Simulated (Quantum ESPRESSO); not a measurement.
## CuF3: zone-centre phonons under several settings

```
CELL_PARAMETERS angstrom
3.76477 0.00000 0.00000
0.00000 3.76477 0.00000
0.00000 0.00000 3.76477
ATOMIC_POSITIONS crystal
Cu 0.00000 0.00000 0.00000
F 0.50000 0.00000 0.00000
F 0.00000 0.00000 0.50000
F 0.00000 0.50000 0.00000
```

The cell comes from a database or a generator and needn't be the stable form of this composition.

All runs used Quantum ESPRESSO 7.5; k mesh 4 × 4 × 4, shifted; given cell, atoms relaxed; no spin polarisation; occupations fermi-dirac, width 0.05 eV.

```tsv
level	potentials	cutoff (eV)	pressure (GPa)	lowest optical mode without the field (cm⁻¹)	highest optical mode without the field (cm⁻¹)
PBE	SSSP 1.3 efficiency PBE	748	1.7	145	565
PBE	GBRV 1.5 PBE	762	1.8	150	567
PBE	SG15 PBE 1.2	1197	?	?	?
PBE	Ansatz NC SR PBE	1320	1.6	140	560
```

Problem. What stands in the row left open?

Solution. Pressure 1.6 GPa; lowest optical mode without the field 146 cm⁻¹; highest optical mode without the field 557 cm⁻¹.

Caveats: all runs use coarse meshes; the mesh is thin for the phonons of a metal; the run has no spin polarisation, though such a crystal can be magnetic.

For the row left open. Caveat: the k mesh is coarse (spacing up to 0.42 Å⁻¹), so the values aren't converged; the mesh is thin for the phonons of a metal; the run has no spin polarisation, though such a crystal can be magnetic.

The runs don't all hold the same shells in valence.
